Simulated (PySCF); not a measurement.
# H8OSeSi3: the cost of one run

Computed with PySCF 2.14.0, with density-fitted response routines of our own, on a single molecule in the gas phase. Atoms are numbered from 0 throughout.

### 1 Starting geometry

13 atoms, charge 0, multiplicity 1; geometry from: GFN2-xTB. The atoms were then displaced at random by about 0.01 Å, so the start is not that level's minimum.

Bonds of the start (Å): Si0–O1 1.65, O1–Si2 1.63, Si2–Si3 2.27, Si2–Se4 2.33, Si0–H5 1.42, Si0–H6 1.47, Si0–H7 1.48, Si2–H8 1.49, Si3–H9 1.50, Si3–H10 1.47, Si3–H11 1.46, Se4–H12 1.44.

### 2 Optimising the geometry at PBE0-D3(BJ)/def2-SVP

The job: settings as JSON, then the geometry in Å.

```
{"job": {"xc": "PBE0", "basis": "def2-SVP", "d3": "d3bj", "grid": 1, "shake": 0.01, "kind": "geom"}, "charge": 0, "multiplicity": 1}
Si     2.482260     0.384090    -0.626500
O      0.892780     0.422390    -0.178500
Si    -0.468710    -0.109940     0.536220
Si    -2.176100     0.600020    -0.786870
Se    -0.318070    -2.420000     0.752320
H      3.057160    -0.851270    -0.222310
H      2.408440     0.549800    -2.082620
H      3.072530     1.560350     0.045330
H     -0.337530     0.288560     1.969590
H     -3.468660     0.534040    -0.024340
H     -2.388800    -0.240030    -1.970970
H     -2.014380     1.980130    -1.222760
H     -0.735110    -2.715040    -0.591880
```

Command:

```bash
$ OMP_NUM_THREADS=1 python probes_run.py task.json out
```

This one command runs all jobs of the session in turn.

Q: Estimate the wall time and peak memory of this first job on 1 thread of Arm Neoverse V1, shared host.

About 4.4 min, with a peak of 0.58 GiB.
